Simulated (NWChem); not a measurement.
# the pair SOF2···SiH2O2, step by step

We compute a single-point energy (singlet SiH2SO3F2, B3LYP/6-311+G**), then a single-point energy (singlet SOF2, B3LYP/6-311+G**), then a single-point energy (singlet SiH2O2, B3LYP/6-311+G**), then the energy (singlet SOF2, B3LYP/6-311+G**), then the energy (singlet SiH2O2, B3LYP/6-311+G**) of F2H2O3SSi and its partners. 

Program for the calculation: NWChem 7.3.0.

## 1. The system as given

SiH2SO3F2 has 9 atoms, charge 0, and is taken as a singlet. The two molecules were placed rigidly side by side, at 0.8 times their contact distance; the pair isn't optimised.

Bond lengths: O1–S2 1.419 Å, S2–F3 1.588 Å, S2–F4 1.588 Å, O5–Si6 1.642 Å, Si6–O7 1.663 Å, O5–H8 0.964 Å, O7–H9 0.960 Å. Angles: O1–S2–F3 106.5°, O1–S2–F4 106.4°, F3–S2–F4 93.0°, O5–Si6–O7 99.4°, Si6–O5–H8 117.5°, Si6–O7–H9 116.1°.

## 2. The energy at B3LYP/6-311+G(d,p) (run 1)

run.nw

```
start run
memory stack 880 mb heap 220 mb global 1100 mb

geometry units angstrom noautosym nocenter noautoz
O      0.932400     0.066600    -1.017800
S     -0.151300    -0.426200    -0.245700
F     -1.124400     0.804200     0.000400
F      0.343300    -0.444600     1.263100
O      2.207480    -3.955640     2.565280
Si     0.830640    -3.080100     2.381070
O     -0.121960    -3.830820     3.518450
H      2.202040    -4.659540     3.223490
H     -1.014960    -3.490820     3.611470
end

basis "ao basis" spherical bse
* library 6-311+G**
end

dft
xc b3lyp
grid fine
convergence energy 1e-08
iterations 100
mulliken
noprint "final vectors analysis"
end

task dft energy
```

The run is started by

```
nwchem run.nw > run.out
```

Log, shortened:

```text
[...]
          Wavefunction type:  closed shell.
          No. of atoms     :     9
          No. of electrons :    74
[...]
          Charge           :     0
          Spin multiplicity:     1
[...]
          AO basis - number of functions:   182
[...]
              XC Information
              --------------
                         B3LYP Method XC Potential
                     Hartree-Fock (Exact) Exchange  0.200
                        Slater Exchange Functional  0.800 local
                    Becke 1988 Exchange Functional  0.720 non-local
              Lee-Yang-Parr Correlation Functional  0.810
                  VWN I RPA Correlation Functional  0.190 local
[...]
 d= 0,ls=0.0,diis     1  -1114.1536245040 -1.57D+03  1.38D-02  3.71D+00    10.4
[...]
 d= 0,ls=0.0,diis    12  -1114.4390001543 -2.30D-11  1.65D-07  3.35D-09   104.8
         Total DFT energy =    -1114.439000154294
      One electron energy =    -2446.423703013838
           Coulomb energy =      971.462424944560
    Exchange-Corr. energy =      -94.252497546773
 Nuclear repulsion energy =      454.774775461757
[...]
      Total Density - Mulliken Population Analysis
     ---------------------------------------------
    Atom       Charge   Shell Charges
 -----------   ------   -------------------------------------------------------
    1 O    8     8.40   1.08  0.91  0.96  1.04  2.03  0.88  1.44 -0.00  0.04  0.02
    2 S   16    15.25   0.77  1.19  0.94  1.05  1.19  0.75  1.86  4.02  0.97  1.75  0.25  0.07  0.01  0.43
    3 F    9     9.17   1.08  0.92  1.18  1.10  2.34  0.90  1.74 -0.13  0.04  0.00
    4 F    9     9.15   1.08  0.92  1.18  1.10  2.34  0.90  1.75 -0.14  0.02  0.01
    5 O    8     8.44   1.08  0.91  0.98  1.00  2.07  0.82  1.63 -0.14  0.07  0.01
    6 Si  14    13.67   0.79  1.18  0.96  1.02  0.96  1.01  1.97  3.89  0.57  0.73  0.18  0.17  0.01  0.23
    7 O    8     8.47   1.08  0.91  0.98  1.00  2.07  0.82  1.65 -0.16  0.11  0.01
    8 H    1     0.72   0.27  0.33  0.06  0.06
    9 H    1     0.73   0.27  0.33  0.07  0.07
[...]
```

Run time: 1.8 min. Hardware: 1 thread of Intel Xeon Platinum 8259CL at 2.50GHz (Skylake/Cascade Lake), shared host; peak memory 0.12 GiB.

## 3. SOF2: the energy at B3LYP/6-311+G(d,p) (run 2)

f2os.nw

```
start f2os
title "F2OS energy"
memory total 2200 mb
geometry units angstrom noautosym nocenter noautoz
   O     0.932400    0.066600   -1.017800
   S    -0.151300   -0.426200   -0.245700
   F    -1.124400    0.804200    0.000400
   F     0.343300   -0.444600    1.263100
end
basis spherical bse
   O library 6-311+G**
   S library 6-311+G**
   F library 6-311+G**
end
dft
   xc b3lyp
   mult 1
   grid fine
   convergence energy 1e-08
   iterations 100
   mulliken
   noprint "final vectors analysis"
end
task dft energy
```

The run is started by

```
nwchem f2os.nw > f2os.out
```

Log, shortened:

```text
[...]
          Wavefunction type:  closed shell.
          No. of atoms     :     4
          No. of electrons :    42
[...]
          Charge           :     0
          Spin multiplicity:     1
[...]
          AO basis - number of functions:    96
[...]
              XC Information
              --------------
                         B3LYP Method XC Potential
                     Hartree-Fock (Exact) Exchange  0.200
                        Slater Exchange Functional  0.800 local
                    Becke 1988 Exchange Functional  0.720 non-local
              Lee-Yang-Parr Correlation Functional  0.810
                  VWN I RPA Correlation Functional  0.190 local
[...]
 d= 0,ls=0.0,diis     1   -672.9750679515 -8.67D+02  2.09D-02  2.44D+00     3.0
[...]
 d= 0,ls=0.0,diis    11   -673.1603689763 -5.32D-10  1.57D-07  1.13D-09    21.2
         Total DFT energy =     -673.160368976264
      One electron energy =    -1315.840507161676
           Coulomb energy =      504.056869282591
    Exchange-Corr. energy =      -55.306262277179
 Nuclear repulsion energy =      193.929531180000
[...]
      Total Density - Mulliken Population Analysis
     ---------------------------------------------
    Atom       Charge   Shell Charges
 -----------   ------   -------------------------------------------------------
    1 O    8     8.41   1.08  0.91  0.96  1.04  2.03  0.87  1.44  0.00  0.05  0.02
    2 S   16    15.21   0.77  1.19  0.94  1.05  1.19  0.74  1.85  4.02  0.97  1.75  0.22  0.06  0.02  0.44
    3 F    9     9.19   1.08  0.92  1.18  1.10  2.34  0.90  1.74 -0.11  0.05  0.01
    4 F    9     9.19   1.08  0.92  1.18  1.10  2.34  0.90  1.74 -0.11  0.05  0.01
[...]
```

Run time: 22 s. Hardware: 1 thread of Intel Xeon Platinum 8259CL at 2.50GHz (Skylake/Cascade Lake), shared host; peak memory 0.11 GiB.

## 4. SiH2O2: a single-point energy at B3LYP/6-311+G(d,p) (run 3)

mol.nw

```
start mol
title "H2O2Si"
memory stack 880 mb heap 220 mb global 1100 mb

geometry units angstrom noautosym nocenter noautoz
  O     2.207480   -3.955640    2.565280
  Si    0.830640   -3.080100    2.381070
  O    -0.121960   -3.830820    3.518450
  H     2.202040   -4.659540    3.223490
  H    -1.014960   -3.490820    3.611470
end

basis spherical bse
  O library 6-311+G**
  Si library 6-311+G**
  H library 6-311+G**
end

dft
  xc b3lyp
  grid fine
  convergence energy 1e-08
  maxiter 100
  mulliken
  noprint "final vectors analysis"
end

task dft energy
```

The run is started by

```
nwchem mol.nw > mol.out
```

Log, shortened:

```text
[...]
          Wavefunction type:  closed shell.
          No. of atoms     :     5
          No. of electrons :    32
[...]
          Charge           :     0
          Spin multiplicity:     1
[...]
          AO basis - number of functions:    86
[...]
              XC Information
              --------------
                         B3LYP Method XC Potential
                     Hartree-Fock (Exact) Exchange  0.200
                        Slater Exchange Functional  0.800 local
                    Becke 1988 Exchange Functional  0.720 non-local
              Lee-Yang-Parr Correlation Functional  0.810
                  VWN I RPA Correlation Functional  0.190 local
[...]
 d= 0,ls=0.0,diis     1   -441.1881465281 -5.45D+02  1.35D-02  1.26D+00     3.1
[...]
 d= 0,ls=0.0,diis     8   -441.2855444458 -4.04D-09  2.63D-06  1.65D-07    14.1
         Total DFT energy =     -441.285544445819
      One electron energy =     -816.074843130215
           Coulomb energy =      310.073441021646
    Exchange-Corr. energy =      -38.930338725215
 Nuclear repulsion energy =      103.646196387965
[...]
      Total Density - Mulliken Population Analysis
     ---------------------------------------------
    Atom       Charge   Shell Charges
 -----------   ------   -------------------------------------------------------
    1 O    8     8.47   1.08  0.91  0.98  1.00  2.07  0.82  1.63 -0.13  0.10  0.01
    2 Si  14    13.58   0.79  1.18  0.96  1.03  0.96  1.02  1.97  3.89  0.57  0.72  0.09  0.16  0.02  0.23
    3 O    8     8.51   1.08  0.91  0.98  1.00  2.07  0.82  1.64 -0.13  0.14  0.01
    4 H    1     0.71   0.27  0.33  0.05  0.06
    5 H    1     0.72   0.27  0.33  0.06  0.07
[...]
```

Wall time 15 s (1 thread of Intel Xeon Platinum 8259CL at 2.50GHz (Skylake/Cascade Lake), shared host); peak memory 0.11 GiB.

## 5. SOF2 among ghost functions: the energy at B3LYP/6-311+G(d,p) (with ghost functions) (run 4)

a.nw

```
echo
start a
title "F2OS energy"
memory total 2200 mb

geometry noautosym nocenter noautoz
 O        0.932400       0.066600      -1.017800
 S       -0.151300      -0.426200      -0.245700
 F       -1.124400       0.804200       0.000400
 F        0.343300      -0.444600       1.263100
 bqO      2.207480    -3.955640     2.565280
 bqSi     0.830640    -3.080100     2.381070
 bqO     -0.121960    -3.830820     3.518450
 bqH      2.202040    -4.659540     3.223490
 bqH     -1.014960    -3.490820     3.611470
end

basis "ao basis" spherical bse
 O library 6-311+G**
 S library 6-311+G**
 F library 6-311+G**
 bqO library O 6-311+G**
 bqSi library Si 6-311+G**
 bqH library H 6-311+G**
end

dft
 xc b3lyp
 grid fine
 convergence energy 1e-08
 iterations 100
 mulliken
 noprint "final vectors analysis"
end

task dft
```

The run is started by

```
nwchem a.nw > a.out
```

Log, shortened:

```text
[...]
          Wavefunction type:  closed shell.
          No. of atoms     :     9
          No. of electrons :    42
[...]
          Charge           :     0
          Spin multiplicity:     1
[...]
          AO basis - number of functions:   182
[...]
              XC Information
              --------------
                         B3LYP Method XC Potential
                     Hartree-Fock (Exact) Exchange  0.200
                        Slater Exchange Functional  0.800 local
                    Becke 1988 Exchange Functional  0.720 non-local
              Lee-Yang-Parr Correlation Functional  0.810
                  VWN I RPA Correlation Functional  0.190 local
[...]
 d= 0,ls=0.0,diis     1   -672.9756902922 -8.67D+02  1.13D-02  2.44D+00     9.3
[...]
 d= 0,ls=0.0,diis    11   -673.1609564706 -5.98D-10  9.10D-08  1.21D-09    97.5
         Total DFT energy =     -673.160956470646
      One electron energy =    -1315.843067082580
           Coulomb energy =      504.058731260000
    Exchange-Corr. energy =      -55.306151828066
 Nuclear repulsion energy =      193.929531180000
[...]
      Total Density - Mulliken Population Analysis
     ---------------------------------------------
    Atom       Charge   Shell Charges
 -----------   ------   -------------------------------------------------------
    1 O    8     8.40   1.08  0.91  0.96  1.04  2.03  0.88  1.44 -0.01  0.04  0.02
    2 S   16    15.25   0.77  1.19  0.94  1.05  1.19  0.75  1.85  4.02  0.97  1.75  0.23  0.08  0.02  0.44
    3 F    9     9.17   1.08  0.92  1.18  1.10  2.34  0.90  1.74 -0.13  0.04  0.01
    4 F    9     9.17   1.08  0.92  1.18  1.10  2.34  0.91  1.75 -0.13  0.03  0.01
    5 X    0    -0.00   0.00 -0.00 -0.00 -0.00  0.00  0.00 -0.00  0.00 -0.00 -0.00
    6 X    0     0.01   0.00 -0.00  0.00 -0.00  0.00 -0.00  0.00 -0.00  0.00 -0.00  0.02 -0.00 -0.01  0.00
    7 X    0     0.00   0.00 -0.00 -0.00  0.00  0.00 -0.00 -0.00  0.00  0.00 -0.00
    8 X    0    -0.00  -0.00 -0.00 -0.00 -0.00
    9 X    0    -0.00   0.00  0.00 -0.00 -0.00
[...]
```

It took 98 s on 1 thread of Intel Xeon Platinum 8259CL at 2.50GHz (Skylake/Cascade Lake), shared host; peak memory 0.12 GiB.

## 6. SiH2O2 among ghost functions: a single-point energy at B3LYP/6-311+G(d,p) (with ghost functions) (run 5)

h2o2si.nw

```
start h2o2si
title "H2O2Si"
memory total 2200 mb

geometry units angstroms noautosym nocenter noautoz
 O        2.207480      -3.955640       2.565280
 Si       0.830640      -3.080100       2.381070
 O       -0.121960      -3.830820       3.518450
 H        2.202040      -4.659540       3.223490
 H       -1.014960      -3.490820       3.611470
 bqO      0.932400     0.066600    -1.017800
 bqS     -0.151300    -0.426200    -0.245700
 bqF     -1.124400     0.804200     0.000400
 bqF      0.343300    -0.444600     1.263100
end

basis spherical bse
 O library 6-311+G**
 Si library 6-311+G**
 H library 6-311+G**
 bqO library O 6-311+G**
 bqS library S 6-311+G**
 bqF library F 6-311+G**
end

dft
 xc b3lyp
 grid fine
 convergence energy 1e-08
 iterations 100
 mulliken
 print low
end

task dft
```

The run is started by

```
nwchem h2o2si.nw > h2o2si.out
```

Log, shortened:

```text
[...]
 d= 0,ls=0.0,diis     1   -441.1884437796 -5.45D+02  6.88D-03  1.26D+00     9.5
[...]
 d= 0,ls=0.0,diis     8   -441.2858546606 -4.55D-09  1.31D-06  1.64D-07    67.8
         Total DFT energy =     -441.285854660617
      One electron energy =     -816.075353944507
           Coulomb energy =      310.073402755212
    Exchange-Corr. energy =      -38.930099859288
 Nuclear repulsion energy =      103.646196387965
[...]
      Total Density - Mulliken Population Analysis
     ---------------------------------------------
    Atom       Charge   Shell Charges
 -----------   ------   -------------------------------------------------------
    1 O    8     8.44   1.08  0.91  0.98  1.00  2.07  0.82  1.63 -0.14  0.07  0.01
    2 Si  14    13.64   0.79  1.18  0.96  1.02  0.96  1.01  1.97  3.89  0.57  0.72  0.15  0.17  0.02  0.23
    3 O    8     8.48   1.08  0.91  0.98  1.00  2.07  0.82  1.65 -0.15  0.12  0.01
    4 H    1     0.72   0.27  0.33  0.06  0.06
    5 H    1     0.73   0.27  0.33  0.06  0.07
    6 X    0     0.00   0.00 -0.00 -0.00  0.00  0.00 -0.00 -0.00  0.00  0.00 -0.00
    7 X    0    -0.01  -0.00  0.00 -0.00  0.00 -0.00  0.00 -0.00  0.00 -0.00  0.00  0.01 -0.01 -0.01  0.00
    8 X    0     0.00   0.00 -0.00  0.00  0.00 -0.00 -0.00  0.00  0.00 -0.00 -0.00
    9 X    0    -0.01   0.00 -0.00 -0.00 -0.00  0.00  0.00 -0.00 -0.01 -0.00 -0.00
[...]
```

It took 69 s on 1 thread of Intel Xeon Platinum 8259CL at 2.50GHz (Skylake/Cascade Lake), shared host; peak memory 0.12 GiB.

## 7. Outcome

| quantity | value |
| --- | --- |
| run 1, B3LYP/6-311+G**: total energy | -1114.43900 Eh |
| run 1, B3LYP/6-311+G**: dipole moment | 3.20 D |
| SOF2: total energy | -673.16037 Eh |
| SOF2: dipole moment | 1.95 D |
| SiH2O2: total energy | -441.28554 Eh |
| SiH2O2: dipole moment | 1.91 D |
| SOF2 among ghost functions: total energy | -673.16096 Eh |
| SOF2 among ghost functions: dipole moment | 1.94 D |
| SiH2O2 among ghost functions: total energy | -441.28585 Eh |
| interaction energy of the rigid parts SOF2 and SiH2O2 (parts in their own basis; closest atoms 2.90 Å apart) | 0.188 eV |
| interaction energy of the rigid parts SOF2 and SiH2O2 (parts in the whole basis, counterpoise; closest atoms 2.90 Å apart) | 0.213 eV |

In words: The interaction energy of the rigid parts SOF2 and SiH2O2 (parts in their own basis; closest atoms 2.90 Å apart) is 0.19 eV (18.2 kJ/mol): the parts repel at this shape. Without counterpoise this holds the superposition error of the basis. The interaction energy of the rigid parts SOF2 and SiH2O2 (parts in the whole basis, counterpoise; closest atoms 2.90 Å apart) is 0.21 eV (4.9 kcal/mol): the parts repel at this shape. The basis-set superposition error is 2.4 kJ/mol. Mulliken charges (SOF2) run from -0.41 on O1 to +0.79 on S2; in a basis this large or diffuse they mean little. Mulliken charges (SiH2O2) run from -0.51 on O3 to +0.42 on Si2; in a basis this large or diffuse they mean little.
